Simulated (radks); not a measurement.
# Nuclear size and the levels of Ti²⁺

The task here is to estimate one member of a computed series from the others.

Method: Dirac Kohn-Sham, LDA (Slater exchange, Perdew-Wang correlation), spin-unpolarised, spherical densities, finite nucleus; open shells fill j = l - 1/2 first. Code: radks (a radial shooting solver on a logarithmic mesh, Libxc functionals) version 1.

## Starting point

| Property | Result |
| --- | --- |
| element | titanium (Z = 22) |
| charge | +2 |
| electrons | 20 |
| configuration | [Ar] 3d2 |
| nuclear rms radius | 3.5921 fm |

Set-up of the first run:

Settings of this run:

```text
Z 22
configuration [Ar] 3d2 4s0 4p0
relativity Dirac
functional lda,pw
spin unpolarised
j_filling energy
nucleus finite rms 3.5921 fm
c 137.035999084
```

Among the steps run: rms radius 3.5921 fm.

One of the session's tables, all rows but one given; the rest of the session is left out.

It belongs to the step «rms radius 3.5921 fm». Radial moments (bohr):

```
level    <r>  outermost maximum (interpolated)  90 % within  nodes
3s1/2  1.009                             0.870         1.51      2
3p1/2      ?                                 ?            ?      ?
3p3/2  1.087                             0.903         1.68      1
3d3/2  1.425                             0.967         2.43      0
3d5/2  1.429                             0.969         2.43      0
4s1/2  2.894                              2.57         4.22      3
4p1/2  3.396                              2.99         4.99      2
4p3/2  3.413                              3.01         5.02      2
```

**Question.** Estimate the row for 3p1/2.

The run gave: <r>: 1.079; outermost maximum (interpolated): 0.897; 90 % within: 1.66; nodes: 1. In the column «<r>» it lies between 3s1/2 (1.009) and 3p3/2 (1.087).
